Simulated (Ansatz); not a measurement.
# C2H4FNOSi: the cost of one run

Method: RKS B3LYP-D4/def2-mTZVP, in Ansatz 0.2.0.

### Step 1. The structure to begin with

Bond lengths: F1–C2 1.328 Å, C2–Si3 1.921 Å, C2–N4 1.497 Å, N4–C5 1.307 Å, C2–O6 1.438 Å, C5–O6 1.303 Å, Si3–H7 1.530 Å, Si3–H8 1.449 Å, Si3–H9 1.494 Å, C5–H10 1.077 Å. Angles (14 of 17 angles, heavy atoms first): F1–C2–Si3 110.0°, F1–C2–N4 115.5°, F1–C2–O6 115.2°, Si3–C2–N4 114.8°, Si3–C2–O6 115.1°, N4–C2–O6 84.5°, C2–N4–C5 87.1°, N4–C5–O6 98.2°, C2–O6–C5 89.7°, C2–Si3–H7 113.0°, C2–Si3–H8 114.5°, C2–Si3–H9 111.7°, N4–C5–H10 136.0°, O6–C5–H10 125.7°.

As a file:

```xyz
10

F    -1.5744   -0.3078    1.0611
C    -0.5619    0.0768    0.2933
Si    0.7308   -1.3369    0.1528
N     0.0122    1.4219    0.6114
C    -0.5056    1.8348   -0.5156
O    -0.9364    0.6856   -0.9541
H     1.3462   -1.7207    1.5000
H     0.2250   -2.5549   -0.4481
H     1.9169   -0.9223   -0.6557
H    -0.5697    2.7724   -1.0421
```

### Step 2. End point A

The input, input.yaml:

```yaml
crystal:
  periodic: [false, false, false]
  atoms:
    - { symbol: F, position_ang: [-1.5744, -0.3078, 1.0611] }
    - { symbol: C, position_ang: [-0.5619, 0.0768, 0.2933] }
    - { symbol: Si, position_ang: [0.7308, -1.3369, 0.1528] }
    - { symbol: "N", position_ang: [0.0122, 1.4219, 0.6114] }
    - { symbol: C, position_ang: [-0.5056, 1.8348, -0.5156] }
    - { symbol: O, position_ang: [-0.9364, 0.6856, -0.9541] }
    - { symbol: H, position_ang: [1.3462, -1.7207, 1.5] }
    - { symbol: H, position_ang: [0.225, -2.5549, -0.4481] }
    - { symbol: H, position_ang: [1.9169, -0.9223, -0.6557] }
    - { symbol: H, position_ang: [-0.5697, 2.7724, -1.0421] }
basis:
  gaussian: { orbitals: def2-mTZVP }
hamiltonian:
  xc: b3lyp
  dispersion: d4
relax:
  f_tol: 0.015
  max_steps: 40
```

On the command line:

```
$ ansatz run input.yaml --threads 2 --pin off --max-ram 3072MiB --backend cpu --events-out ev --progress --plain --runs-dir out
```

What time and memory should one allow on 2 threads of Arm Neoverse V2, shared host?

About 32 s, with a peak of 0.33 GiB.
